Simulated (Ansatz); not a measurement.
**CH₃Cl₃SeSn: small, medium and large basis sets**

One table from this session's results is given with a row withheld; the runs are named, their logs left out.

The runs use Ansatz 0.2.0, Gaussian basis; one geometry, several basis sets.

Levels to be run: PBE0-D4/def2-SVP; ωB97M-V/def2-SVP; PBE0-D4/def2-QZVPP; ωB97M-V/def2-QZVPP; the functionals' def2-TZVPP values are taken from earlier runs.

**The relaxed structure**

All runs share one geometry, relaxed beforehand with PBE0-D4 in a triple-zeta def2 set. Sn takes the def2 core potential; no spin-orbit term is included.

SMILES `C[Se][Sn]([Cl])([Cl])[Cl]`, 9 atoms, charge 0, spin multiplicity 1.

Atoms are counted from 1 here; the program's logs count them from 0.

Bond lengths: C1–Se2 1.962 Å, C1–H7 1.089 Å, C1–H8 1.087 Å, C1–H9 1.087 Å, Se2–Sn3 2.484 Å, Sn3–Cl4 2.312 Å, Sn3–Cl5 2.300 Å, Sn3–Cl6 2.312 Å. Angles: Se2–C1–H7 105.0°, Se2–C1–H8 110.4°, Se2–C1–H9 110.4°, H7–C1–H8 109.7°, H7–C1–H9 109.7°, H8–C1–H9 111.4°, C1–Se2–Sn3 95.1°, Se2–Sn3–Cl4 111.9°, Se2–Sn3–Cl5 111.4°, Se2–Sn3–Cl6 111.8°, Cl4–Sn3–Cl5 108.4°, Cl4–Sn3–Cl6 104.7°, Cl5–Sn3–Cl6 108.4°.

Set-up of the first run:

The input, in.yaml:

```yaml
crystal:
  periodic: [false, false, false]
  atoms:
    - {symbol: C, position_ang: [0.028623, -1.155630, 1.319003]}
    - {symbol: Se, position_ang: [1.553494, -0.306633, 0.422934]}
    - {symbol: Sn, position_ang: [0.170164, 1.013443, -1.162485]}
    - {symbol: Cl, position_ang: [-1.171642, -0.341593, -2.468882]}
    - {symbol: Cl, position_ang: [1.479687, 2.294165, -2.554197]}
    - {symbol: Cl, position_ang: [-1.303836, 2.410955, -0.058982]}
    - {symbol: H, position_ang: [0.469603, -1.797379, 2.080246]}
    - {symbol: H, position_ang: [-0.599783, -0.404481, 1.791649]}
    - {symbol: H, position_ang: [-0.537810, -1.759146, 0.613715]}
basis:
  gaussian: {orbitals: def2-SVP}
hamiltonian: {xc: pbe0, dispersion: d4}
output: {orbitals: {seedname: orbitals}}
```

Launch:

```bash
$ ansatz run in.yaml --threads 4 --pin off --events-out ev --progress --plain --max-ram 11315MiB
```

Steps of the session up to this table: PBE0-D4 in def2-SVP; ωB97M-V in def2-SVP; PBE0-D4 in def2-QZVPP; ωB97M-V in def2-QZVPP.

One of the session's tables, all rows but one given; the rest of the session is left out.

It belongs to the step «Functionals by basis». 

```
functional       basis  HOMO (eV)  LUMO (eV)
   PBE0-D4    def2-SVP      -7.44      -2.63
   PBE0-D4  def2-TZVPP      -7.53      -2.74
   PBE0-D4  def2-QZVPP      -7.54      -2.77
   ωB97M-V    def2-SVP      -9.57      -0.58
   ωB97M-V  def2-TZVPP      -9.69      -0.78
   ωB97M-V  def2-QZVPP          ?          ?
```

Q: Estimate the row for ωB97M-V, def2-QZVPP from the others.

**Answer.** HOMO (eV): -9.71; LUMO (eV): -0.85. In the column «HOMO (eV)» it is the lowest.
